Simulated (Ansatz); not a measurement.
# Pd (fcc type): the cost of one run

Computed with Ansatz 0.2.0 (DFT LDA, with the methods named in each step, unless a step's input says otherwise).

1 further run of the same task is left out (it didn't finish).

### 1 The structure to begin with

Symmetry: Fm-3m, No. 225, cubic system. The conventional cell has a = 3.842 Å, b = 3.842 Å, c = 3.842 Å, α = 90.00°, β = 90.00°, γ = 90.00°. Pd (site symmetry m-3m) has 12 Pd at 2.72 Å as nearest neighbours.

Structure file:

```
Pd
1.0
    -1.92096    1.92096    0.00000
     0.00000    0.00000    3.84191
     1.92096    1.92096    0.00000
Pd
2
Direct
  0.00000 0.00000 0.00000
  0.50000 0.50000 0.50000
```

Atoms are numbered in the order of the input: Pd1, Pd2.

### 2 Bulk in the slab's orientation, LAPW

The input, input.yaml:

```yaml
crystal:
  lattice:
    - [-1.9209563988, 1.9209563988, 0.0]
    - [0.0, 0.0, 3.8419127976]
    - [1.9209563988, 1.9209563988, 0.0]
  atoms:
    - { symbol: Pd, position: [0.0, 0.0, 0.0] }
    - { symbol: Pd, position: [0.5, 0.5, 0.5] }
kpoints:
  mp_grid: { grid: [13, 10, 13] }
scf:
  occupations: { method: fermi_dirac, width: 0.1 }
hamiltonian:
  xc: lda
  pseudopotentials: { kind: all_electron, lapw: { basis_error: 0.001 } }
output:
  forces: true
  stress: true
  eigenvalues: true
```

Command:

```bash
$ ansatz run input.yaml --threads 2 --pin off --max-ram 4096MiB --backend cpu --events-out ev --progress --plain --runs-dir out
```

What time and memory should one allow on 2 threads of Arm Neoverse V2, shared host?

About 28 s, with a peak of 0.59 GiB.
